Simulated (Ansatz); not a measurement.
# As2CO3: the cost of one run

Method: DFT PBE, scalar-relativistic, plane waves, PAW, in Ansatz 0.2.0.

### 1 The system as given

Symmetry: P6/mmm, No. 191, hexagonal system. Conventional cell: a = 5.219 Å, b = 5.219 Å, c = 3.660 Å, α = 90.00°, β = 90.00°, γ = 120.00°. As (site symmetry -6m2) has 6 O at 2.37 Å in its first shell of neighbours. C (site symmetry 6/mmm) is surrounded by 6 As at 3.01 Å and 12 O at 3.19 Å. Around O (site symmetry mmm) lie 4 As at 2.37 Å and 4 O at 2.61 Å.

Structure file:

```
CELL_PARAMETERS angstrom
5.21948 0.00000 0.00000
-2.60974 4.52020 0.00000
0.00000 0.00000 3.65992
ATOMIC_POSITIONS crystal
As 0.33333 0.66667 0.00000
As 0.66667 0.33333 0.00000
C 0.00000 0.00000 0.00000
O 0.50000 0.00000 0.50000
O 0.00000 0.50000 0.50000
O 0.50000 0.50000 0.50000
```

Recipe of the guess: species swapped into a database cell of LaAl2Pt3 (P6/mmm, No. 191), with C on the La sites, As on the Al sites and O on the Pt sites. The dimensions are guesses.

### 2 The guess as it stands, on a coarse mesh

The input, input.yaml:

```yaml
crystal:
  lattice:
    - [5.21947957, 0.0, 0.0]
    - [-2.60973978, 4.5202019, 0.0]
    - [0.0, 0.0, 3.65991572]
  atoms:
    - { symbol: As, position: [0.33333333, 0.66666667, 0.0] }
    - { symbol: As, position: [0.66666667, 0.33333333, 0.0] }
    - { symbol: C, position: [0.0, 0.0, 0.0] }
    - { symbol: O, position: [0.5, 0.0, 0.5] }
    - { symbol: O, position: [0.0, 0.5, 0.5] }
    - { symbol: O, position: [0.5, 0.5, 0.5] }
basis:
  ecutwfc: 420
kpoints:
  mp_grid: { grid: [6, 6, 6] }
hamiltonian:
  xc: pbe
scf:
  occupations: { method: gaussian, width: 0.1 }
  lower_state_search: "off"
output:
  forces: true
  stress: true
  eigenvalues: true
```

Launch:

```
$ ansatz run input.yaml --threads 1 --pin off --max-ram 2560MiB --backend cpu --events-out ev --progress --plain --runs-dir out
```

What time and memory should one allow on 1 thread of Arm Neoverse N1, shared host?

About 8.4 s, with a peak of 0.35 GiB.
